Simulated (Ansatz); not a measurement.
# Hf3H4: the cost of one run

Computed with Ansatz 0.2.0 (DFT PBE, scalar-relativistic, plane waves, PAW, unless a step names another level, unless a step's input says otherwise).

2 further runs of the same task are left out: 2 that didn't finish.

### 1 The system as given

The structure is orthorhombic, space group Immm (No. 71). The conventional cell has a = 3.276 Å, b = 4.711 Å, c = 9.996 Å, α = 90.00°, β = 90.00°, γ = 90.00°. Hf (site symmetry mm2) is surrounded by 6 H at 2.03 to 2.11 Å. Around Hf (site symmetry mmm) lie 4 H at 2.04 Å. Around H (site symmetry m) lie 4 Hf at 2.03 to 2.11 Å.

Structure file:

```
CELL_PARAMETERS angstrom
-1.63800 2.35575 4.99795
1.63800 -2.35575 4.99795
1.63800 2.35575 -4.99795
ATOMIC_POSITIONS crystal
Hf 0.34420 0.84420 0.50000
Hf 0.65580 0.15580 0.50000
Hf 0.00000 0.50000 0.50000
H 0.07791 0.33236 0.74556
H 0.92209 0.66764 0.25444
H 0.58680 0.33236 0.25444
H 0.41320 0.66764 0.74556
```

It came out lowest among 32 distinct ends of the trial cells. At a tolerance of 0.05 Å it has space group Immm (No. 71).

### 2 Tight relaxation for the response runs, on the response runs' mesh and smearing

File input.yaml:

```yaml
crystal:
  lattice:
    - [-1.6380037201, 2.3557455782, 4.9979457321]
    - [1.6380037201, -2.3557455782, 4.9979457321]
    - [1.6380037201, 2.3557455782, -4.9979457321]
  atoms:
    - { symbol: Hf, position: [0.3441968483, 0.8441968483, 0.5] }
    - { symbol: Hf, position: [0.6558031517, 0.1558031517, 0.5] }
    - { symbol: Hf, position: [0.0, 0.5, 0.5] }
    - { symbol: H, position: [0.0779140688, 0.3323577417, 0.745556327] }
    - { symbol: H, position: [0.9220859312, 0.6676422583, 0.254443673] }
    - { symbol: H, position: [0.5868014147, 0.3323577417, 0.254443673] }
    - { symbol: H, position: [0.4131985853, 0.6676422583, 0.745556327] }
basis:
  ecutwfc: 420
kpoints:
  mp_grid: { grid: [12, 12, 12] }
hamiltonian:
  xc: pbe
scf:
  occupations: { method: gaussian, width: 0.1 }
output:
  forces: true
  stress: true
  eigenvalues: true
relax:
  adjacent_minimum: "off"
  f_tol: 0.001
  max_steps: 60
  cell: { stress_tol: 0.01 }
```

On the command line:

```bash
$ ansatz run input.yaml --threads 3 --pin off --max-ram 7680MiB --backend cpu --events-out ev --progress --plain --runs-dir out
```

**Question.** How long does this run take on 3 threads of Arm Neoverse V1, shared host, and how much memory does it need?

About 1.8 min, with a peak of 0.97 GiB.
